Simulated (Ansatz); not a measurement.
This script drives Ansatz 0.2.0 through its Python package.

`run_field.py`
```python
"""Dipole of CH3FSSi in the field of point charges."""

import logging
import sys

import ansatz as az
import numpy as np

logging.basicConfig(stream=sys.stdout, format="%(levelname)s:%(name)s:%(message)s")
logger = logging.getLogger("ch3fssi")
logger.setLevel(logging.INFO)

config = {
    "basis_set": "def2-SVPD",
    "functional": "CAM-B3LYP",
}

geometry_ang = [
    ("F", [0.5899, -1.7085, -1.1842]),
    ("Si", [-0.3601, -0.8277, -0.1815]),
    ("C", [0.0486, 0.9142, -0.0337]),
    ("S", [1.0961, 0.1994, 1.1899]),
    ("H", [-1.2691, -1.5911, 0.6884]),
    ("H", [0.6295, 1.3621, -0.8503]),
    ("H", [-0.6737, 1.5836, 0.3257]),
]
geometry = az.Crystal.molecule()
for symbol, xyz in geometry_ang:
    geometry = geometry.atom(symbol, xyz)

calculation = (
    geometry.calculation()
    .basis(gaussian=config["basis_set"])
    .functional(config["functional"])
    .accuracy("medium")
    .forces()
)
# charges +q and -q at -R and +R make a nearly even field 2 k q / R^2 at the centre
centre = np.mean([site.position_ang for site in geometry.cartesian_sites], axis=0)
field = 2 * 14.399645 * 3.0 / 40.0 ** 2


def dipole(axis, sign):
    arm = 40.0 * np.eye(3)[axis]
    pair = [{"charge": sign * 3.0, "position_ang": (centre - arm).tolist()}, {"charge": -sign * 3.0, "position_ang": (centre + arm).tolist()}]
    deck = calculation.input().set(az.key.basis.gaussian.point_charges, pair)
    return np.array(az.Session.from_dict(deck).plan().execute().report["charge_distribution"]["dipole_moment_e_ang"])


logger.info(f"field {field:.4f} V/A")
alpha = np.array([(dipole(axis, 1) - dipole(axis, -1)) / (2 * field) * 14.399645 for axis in range(3)])
logger.info("polarisability tensor (A^3)")
print(np.array2string(alpha, precision=3, suppress_small=True))
logger.info(f"mean {np.trace(alpha) / 3:.3f} A^3 = {np.trace(alpha) / 3 / 0.14818471:.2f} bohr^3")
```

It is started by `python run_field.py`. Estimate its wall time and peak memory on 1 thread of INTEL(R) XEON(R) PLATINUM 8581C CPU @ 2.10GHz (Emerald Rapids), with other jobs on the host.

It took about 20 s, with a peak of 0.37 GiB, for 6 runs of the engine.

```console
$ python run_field.py
INFO:ch3fssi:field 0.0540 V/A
INFO:ch3fssi:polarisability tensor (A^3)
[[8.896 1.189 1.406]
 [1.186 8.54  0.72 ]
 [1.405 0.722 8.646]]
INFO:ch3fssi:mean 8.694 A^3 = 58.67 bohr^3
```

These settings explore the input space; basis and method may be short of convergence. The geometry is a force-field or estimated start, not a minimum of this method, and the basis set is short of its limit. The field of two point charges is only nearly even.
